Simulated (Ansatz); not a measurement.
# AsS radical: basis-set convergence

Aim: see how fast density functionals converge with the basis set for AsS radical.

Method: one geometry, several basis sets; program: Ansatz 0.2.0, Gaussian basis.

The runs, in order: PBE0-D4/def2-SVP; ωB97M-V/def2-SVP; PBE0-D4/def2-QZVPP; ωB97M-V/def2-QZVPP; the functionals' def2-TZVPP values are taken from earlier runs.

## (1) Structure used throughout

All runs share one geometry, relaxed beforehand with PBE0-D4 in a triple-zeta def2 set.

2 atoms, charge 0, spin multiplicity 2.

Atoms are counted from 1 here; the program's logs count them from 0.

Bond lengths: S1–As2 2.011 Å.

## (2) PBE0-D4 in def2-SVP

in.yaml reads:

```yaml
crystal:
  periodic: [false, false, false]
  atoms:
    - {symbol: S, position_ang: [0.858098, -0.284322, 0.440319]}
    - {symbol: As, position_ang: [-0.858098, 0.284322, -0.440319]}
basis:
  gaussian: {orbitals: def2-SVP}
magnetization: {spin_polarized: true, initial_magnetization: 1}
hamiltonian: {xc: pbe0, dispersion: d4}
output: {orbitals: {seedname: orbitals}}
```

On the command line:

```sh
> ansatz run in.yaml --threads 2 --pin off --events-out ev --progress --plain --max-ram 32768MiB --backend cpu
```

Further steps of the session: ωB97M-V in def2-SVP; PBE0-D4 in def2-QZVPP; ωB97M-V in def2-QZVPP.

**Question.** What will the summary of the whole plan be? Wanted: PBE0-D4: double and triple zeta above quadruple; ωB97M-V: double and triple zeta above quadruple.

The runs gave:

| quantity | value |
| --- | --- |
| PBE0-D4: double and triple zeta above quadruple | 12.95, 1.65 eV |
| ωB97M-V: double and triple zeta above quadruple | 12.83, 1.60 eV |

PBE0-D4 gains 11.30 eV from double to triple zeta, then 1.65 eV more. These are total energies; as a rule much of such shifts cancels in differences, which this series doesn't test.
